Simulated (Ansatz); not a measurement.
# ZrCdF4: the cost of one run

Computed with Ansatz 0.2.0 (DFT PBE, scalar-relativistic, plane waves, PAW, unless a step's input says otherwise).

### Step 1. The structure to begin with

The structure is tetragonal, space group P4/mmm (No. 123). Conventional cell: a = 4.158 Å, b = 4.158 Å, c = 6.649 Å, α = 90.00°, β = 90.00°, γ = 90.00°. Around Zr (site symmetry 4/mmm) lie 8 F at 3.19 Å. Around Cd (site symmetry 4/mmm) lie 6 F at 2.08 to 2.10 Å. Around F (site symmetry 4mm) lie 1 Cd at 2.10 Å. F (site symmetry mmm) has 2 Cd at 2.08 Å as nearest neighbours.

Structure file:

```
Zr Cd F
1.0
     4.15800    0.00000    0.00000
     0.00000    4.15800    0.00000
     0.00000    0.00000    6.64949
Zr Cd F
1 1 4
Direct
  0.50000 0.50000 0.50000
  0.00000 0.00000 0.00000
  0.00000 0.00000 0.68419
  0.50000 0.00000 0.00000
  0.00000 0.50000 0.00000
  0.00000 0.00000 0.31581
```

A structure generator made this guess: perovskite family, Dion-Jacobson layers, n = 1 (P4/mmm, No. 123). The dimensions are guesses.

### Step 2. The guess as it stands, on a coarse mesh

Input file input.yaml:

```yaml
crystal:
  lattice:
    - [4.158, 0.0, 0.0]
    - [0.0, 4.158, 0.0]
    - [0.0, 0.0, 6.64948974]
  atoms:
    - { symbol: Zr, position: [0.5, 0.5, 0.5] }
    - { symbol: Cd, position: [0.0, 0.0, 0.0] }
    - { symbol: F, position: [0.0, 0.0, 0.68418629] }
    - { symbol: F, position: [0.5, 0.0, 0.0] }
    - { symbol: F, position: [0.0, 0.5, 0.0] }
    - { symbol: F, position: [0.0, 0.0, 0.31581371] }
basis:
  ecutwfc: 420
kpoints:
  mp_grid: { grid: [4, 4, 4] }
hamiltonian:
  xc: pbe
scf:
  occupations: { method: gaussian, width: 0.1 }
  lower_state_search: "off"
output:
  forces: true
  stress: true
  eigenvalues: true
```

Command:

```
> ansatz run input.yaml --threads 1 --pin off --max-ram 2048MiB --backend cpu --events-out ev --progress --plain --runs-dir out
```

**Question.** How long does this run take on 1 thread of Arm Neoverse V1, shared host, and how much memory does it need?

About 5.9 s, with a peak of 0.38 GiB.
